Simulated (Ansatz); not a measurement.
Li, space group P6/mmm: a check of PAW against all-electron LAPW, run with the Python package of Ansatz (0.2.0).

Script `li.py`:
```python
"""PAW against all-electron LAPW for Li."""

import ansatz as az
from ase import Atoms
import numpy as np
from tabulate import tabulate

MESH = (8, 8, 11)
XC = "PBEsol"


def count_gap(report):
    # lowest empty less highest filled band, counting bands; zero where they overlap
    return max(report.get("gap_by_band_count_ev") or 0.0, 0.0)


def main() -> None:
    atoms = Atoms(
        ["Li", "Li", "Li"],
        scaled_positions=[
            (0.0, 0.0, 0.0),
            (2 / 3, 1 / 3, 0.5),
            (1 / 3, 2 / 3, 0.5),
        ],
        cell=[
            (4.948867, 0.0, 0.0),
            (-2.474434, 4.285845, 0.0),
            (0.0, 0.0, 2.888843),
        ],
        pbc=True,
    )
    li = az.Crystal.from_ase(atoms)

    model = (
        li.calculation()
        .kpoints(*MESH, center="gamma")  # the mesh must be finer for metals
        .occupations(az.OccupationsMethod.FERMI_DIRAC, width=100 * az.meV)  # the run then minimises F = E - TS
        .functional(XC)
        .stress()  # positive in compression
        .forces()  # minus the gradient of the free energy
        .band_table()  # levels at the mesh points
    )
    variants = {
        "PAW": model.pseudopotentials("paw"),
        "LAPW": model.pseudopotentials("all_electron", lapw=True),
    }
    # totals differ by the cores that each treatment holds, so compare what does not depend on them
    rows = []
    for label, variant in variants.items():
        data = variant.run().report
        levels = np.array(data["eigenvalues_ev"][0]) - data["fermi_energy_ev"]
        print(label, "levels at the first k-point near E_F:", np.round(levels[np.abs(levels) < 5], 3))
        rows.append((label, data["n_electrons"], np.trace(data["stress_gpa"]) / 3, float(np.abs(data["forces_ev_ang"]).max()), count_gap(data)))
    print(tabulate(rows, headers=["treatment", "electrons in bands", "P GPa", "max force component eV/A", "gap by band count eV"], floatfmt=".4f", tablefmt="github"))


if __name__ == "__main__":
    main()
```

How well do the two treatments of the cores agree on the pressure?

PAW gives -0.103 GPa and LAPW -0.104 GPa, 0.001 GPa apart. They took 1.7 and 2.8 s of processor time.

The output:

```console
$ python li.py
DeckWarning: basis.ecutwfc = 420 eV, auto-derived from the records' recommended cutoffs: set by Li (normal level)
PAW levels at the first k-point near E_F: [-3.559  2.073  2.073  2.132  2.132]
LAPW levels at the first k-point near E_F: [-3.557  2.073  2.073  2.132  2.132]
| treatment   |   electrons in bands |   P GPa |   max force component eV/A |   gap by band count eV |
|-------------|----------------------|---------|----------------------------|------------------------|
| PAW         |               9.0000 | -0.1032 |                     0.0000 |                 0.0000 |
| LAPW        |               9.0000 | -0.1045 |                     0.0000 |                 0.0000 |
```
(Warnings from the package without file and line.)

Notes:
- The computed bands are complete only to about 3.4 eV above the Fermi level.
- A gap by band count of zero or less means overlapping bands, a metal, and at an odd count of electrons it is no gap at all.
- This isn't the structure that Li takes at ambient conditions.
- Gaps and levels are Kohn-Sham values on a finite set of k-points.
- Pressure is positive in compression; the treatments may keep other shells as core, so totals and counts of electrons can differ.
- Hardware and time: 5.2 s on 1 thread of Arm Neoverse V1, on a shared host, peak memory 0.38 GiB.
